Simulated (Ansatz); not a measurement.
# TaHO (triplet): the correlation ladder, def2-TZVPP

The task here is to estimate one member of a computed series from the others.

Program: Ansatz 0.2.0, Gaussian basis. Level of theory: def2-TZVPP, core rule «outside noble gas», up to 5 orbitals frozen. These are calculated values, not measurements.

Plan: UHF; CCSD(T) on ROHF; CCSD(T) on UHF; CCSDT(Q) on ROHF; CCSDT(Q) on UHF.

10 further runs of the same task are left out: 4 for a known fault of the program, 6 set aside as unsound or not needed. Runs told in other sessions of the task aren't counted.

## The system

The geometry is a PBE0/def2-TZVP stationary point (not a proven minimum). No spin-orbit coupling is included. Elements past krypton take def2 core potentials.

3 atoms, charge 0, spin multiplicity 3.

Atoms are counted from 1 here; the program's logs count them from 0.

Bond lengths: Ta1–O2 1.695 Å, Ta1–H3 1.777 Å. Angles: O2–Ta1–H3 103.7°.

The first run:

in.yaml reads:

```yaml
crystal:
  periodic: [false, false, false]
  atoms:
    - {symbol: Ta, position_ang: [0.000000, -0.016196, 0.134207]}
    - {symbol: O, position_ang: [0.000000, 0.077043, -1.558659]}
    - {symbol: H, position_ang: [0.000000, 1.684643, 0.648045]}
basis:
  gaussian: {orbitals: def2-TZVPP}
magnetization: {spin_polarized: true, initial_magnetization: 2}
hamiltonian: {xc: hf}
output: {orbitals: {seedname: orbitals}}
```

Command:

```sh
ansatz run in.yaml --threads 1 --pin off --events-out ev --progress --plain --max-ram 4096MiB --backend cpu
```

Among the steps run: UHF; CCSD(T) on ROHF; CCSD(T) on UHF; CCSDT(Q) on ROHF; CCSDT(Q) on UHF.

One table of the session follows, with a row left open; its other results are not shown here.

```
   method  from RCCSDT(Q) (kJ/mol)
     ROHF                  +1044.6
      UHF                        ?
     RMP2                    +32.3
     UMP2                    +28.1
    RCCSD                    +59.7
    UCCSD                    +53.6
 RCCSD(T)                     -0.9
 UCCSD(T)                     -6.4
   RCCSDT                     -0.8
   UCCSDT                     -6.6
RCCSDT(Q)                        0
UCCSDT(Q)                    -10.1
```

**Question.** Estimate the row for UHF.

**Answer.** from RCCSDT(Q) (kJ/mol): +1031.7. In the column «from RCCSDT(Q) (kJ/mol)» it lies between RCCSD (+59.7) and ROHF (+1044.6).

Caveats from the session: Restricted and unrestricted rows rest on different reference determinants; a gap between their highest levels can come from leftover correlation error, from unlike frozen cores or from another state.
